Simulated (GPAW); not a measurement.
# SiPH2OF (SMILES F[SiH]1OP1): PBE-D3(BJ)/dzp (scalar-relativistic datasets)

Wanted: the energy along one coordinate of SiPH2OF. 

Program for the calculation: GPAW 26.7.0.

3 further runs of the same task are left out: 1 that didn't finish, 2 set aside as unsound or not needed.

## (1) The molecule

The species is SiPH2OF (6 atoms), meant as a singlet with charge 0. SMILES: `F[SiH]1OP1`. The shape is that of a GFN2-xTB optimisation.

Bond lengths: F1–Si2 1.604 Å, Si2–O3 1.631 Å, Si2–P4 2.183 Å, O3–P4 1.767 Å, Si2–H5 1.432 Å, P4–H6 1.410 Å. Angles: F1–Si2–O3 111.6°, F1–Si2–P4 121.0°, O3–Si2–P4 52.8°, Si2–O3–P4 79.8°, Si2–P4–O3 47.4°, F1–Si2–H5 108.8°, O3–Si2–H5 118.9°, P4–Si2–H5 128.9°, Si2–P4–H6 93.9°, O3–P4–H6 95.2°.

## (2) An energy scan at PBE-D3(BJ)/dzp (scalar-relativistic datasets)

Contents of gs.py:

```python
import numpy as np
from ase import Atoms
from ase.calculators.mixing import SumCalculator
from ase.io import Trajectory
from ase.units import Bohr
from dftd3.ase import DFTD3
from gpaw import GPAW

positions_bohr = np.array(
              [[ -2.667821,  -2.121444,  -0.598061],
               [ -0.101044,  -0.611213,  -1.162616],
               [ -0.268284,   2.312326,  -0.198856],
               [  2.053187,   1.133892,   1.892523],
               [  0.660138,  -1.104318,  -3.712027],
               [  0.323823,   0.390739,   3.779037]])
system = Atoms('FSiOPHH', positions=positions_bohr * Bohr)
system.center(vacuum=5.0)

calc = GPAW(mode='lcao',
            basis='dzp',
            h=0.2,
            xc='PBE',
            convergence={'energy': 0.001, 'density': 0.001, 'eigenstates': 1e-06},
            maxiter=60,
            poissonsolver={'name': 'MomentCorrectionPoissonSolver', 'poissonsolver': 'fast', 'moment_corrections': 4},
            symmetry='off',
            txt='gs.txt')
system.calc = SumCalculator([DFTD3(method='PBE', damping='d3bj'), calc])

traj = Trajectory('scan.traj', 'w')
energies = []
for value in [1.231, 1.289, 1.346, 1.389, 1.432, 1.475, 1.518, 1.575, 1.661, 1.776]:
    system.set_distance(4, 1, value, fix=0, indices=[0, 1, 2, 3, 5])
    energies.append(system.get_potential_energy())
    system.get_forces()
    traj.write(system)
    print(f'{value:8.3f} {energies[-1]:12.5f}')

print('Relative energies (eV):', [round(e - min(energies), 3) for e in energies])
```

The run is started by

```bash
python3 -u gs.py | tee gs.out
```

The program printed:

```text
1.231    -26.17860
   1.289    -26.56399
   1.346    -26.81376
   1.389    -26.93685
   1.432    -27.00989
   1.475    -27.04016
   1.518    -27.03682
   1.575    -26.99087
   1.661    -26.84877
   1.776    -26.57286
Relative energies (eV): [np.float64(0.862), np.float64(0.476), np.float64(0.226), np.float64(0.103), np.float64(0.03), np.float64(0.0), np.float64(0.003), np.float64(0.049), np.float64(0.191), np.float64(0.467)]
```

gs.txt:

```text
__  _  _
 | _ |_)|_||  |
 |__||  | ||/\| - 26.7.0

units:  Angstrom and eV
cores:  1
OpenMP: False

Versions:
  Python: 3.12.14
  ASE:    3.29.0
  Numpy:  2.5.5
  Scipy:  1.18.1
  Libxc:  7.0.0

        _gpaw.cpython-312-x86_64-linux-gnu.so

[... 67 lines left out ...]
|   |                                coordinates |     weight |
[... 181 lines left out ...]
- Maximum [total energy] change in last 3 cyles: 0.001 eV / valence electron
[... 27 lines left out ...]
  Free energy:     -26.725402
[... 79 lines left out ...]
convergence criteria:
[... 16 lines left out ...]
Converged in 7 steps
[... 15 lines left out ...]
dipole moment: (0.196501, -0.192575, 0.007149)  # |e|*Ang
[... 13 lines left out ...]
Gap: 3.662 eV
Transition (v -> c):
  (s=0, k=0, n=11, [0.00, 0.00, 0.00]) -> (s=0, k=0, n=12, [0.00, 0.00, 0.00])
No difference between direct/indirect transitions
vacuum-level: 0.000  # V

Forces  # eV/Ang
|        x |        y |        z |
|----------|----------|----------|
| -0.86049 | -0.76743 | -0.00498 |  # F    0
|  1.52786 | -1.36636 | -2.76446 |  # Si   1
| -0.62967 |  2.17566 | -0.46637 |  # O    2
|  1.34367 | -0.12081 | -0.10417 |  # P    3
| -0.77460 |  0.50247 |  2.58255 |  # H    4
| -0.56250 | -0.44664 |  0.78959 |  # H    5

Force computation time: 0.189  # s

timing:  # [seconds]
  Total:  66.434  # ━━━━━━━━━━━━━━━━━━━━━━━━━━━━━━━━━━━━━━━━━━━━━━━━━━━━━━━━━
  Init:   11.509  # ━━━━━━━━━━
  SCF:    39.950  # ━━━━━━━━━━━━━━━━━━━━━━━━━━━━━━━━━━╸
  Forces:  2.392  # ━━
  Move:   12.448  # ━━━━━━━━━━╸
```

Wall time 67 s (1 thread of Intel Xeon 6975P-C (Granite Rapids), shared host); peak memory 0.92 GiB.

The scan, from its lowest point:

```csv
H5–Si2 (Å),energy (kJ/mol)
1.231,83.1
1.289,45.9
1.346,21.8
1.389,10.0
1.432,2.9
1.475,0.0
1.518,0.3
1.575,4.8
1.661,18.5
1.776,45.1
```
